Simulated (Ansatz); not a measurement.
# C: a single-point run

The task is a single-point run on C. The structure is shown as the input types it.

Program: Ansatz 0.2.0. Level of theory: density functional or hybrid calculation with the settings of its input, plane waves (as first typed). These are calculated values, not measurements.

4 further runs of the same task are left out: 4 that didn't finish.

**1. Starting point**

The structure is cubic, space group Fd-3m (No. 227). Conventional cell: a = 3.560 Å, b = 3.560 Å, c = 3.560 Å, α = 90.00°, β = 90.00°, γ = 90.00°. C (site symmetry -43m) is surrounded by 4 C at 1.54 Å.

Coordinates:

```cif
data_structure
_symmetry_space_group_name_H-M 'P 1'
_symmetry_Int_Tables_number 1
_cell_length_a 2.5175
_cell_length_b 2.5175
_cell_length_c 2.5175
_cell_angle_alpha 60.000
_cell_angle_beta 60.000
_cell_angle_gamma 60.000
_cell_volume 11.28
loop_
_atom_site_label
_atom_site_type_symbol
_atom_site_fract_x
_atom_site_fract_y
_atom_site_fract_z
_atom_site_occupancy
C1 C 0.00000 0.00000 0.00000 1
C2 C 0.25000 0.25000 0.25000 1
```

**2. Running it**

Input file input.yaml:

```yaml
crystal:
  lattice:
    - [0.0, 1.7801241411, 1.7801241411]
    - [1.7801241411, 0.0, 1.7801241411]
    - [1.7801241411, 1.7801241411, 0.0]
  atoms:
    - { symbol: C, position: [0.0, 0.0, 0.0] }
    - { symbol: C, position: [0.25, 0.25, 0.25] }
kpoints:
  mp_grid: { grid: [8, 8, 8] }
hamiltonian:
  xc: pbe
scf:
  occupations: { method: gaussian, width: 1.5 }
  n_extra_bands: 4
output:
  forces: true
  stress: true
  eigenvalues: true
```

Command:

```console
ansatz run input.yaml --threads 4 --pin off --max-ram 3686MiB --backend cpu --events-out ev --progress --plain --runs-dir out
```

Q: Will this input give a usable result? If not, why, and what should change?

This run ends as converged. Convergence says nothing about whether the input makes sense.

The suspect setting: scf.occupations.method is gaussian; scf.occupations.width is 1.5. The width is far wider than usual, so occupations near the Fermi level are blurred and the entropy term grows.

To check: delete scf.occupations.width (the default then holds) and set scf.occupations.method to fixed.
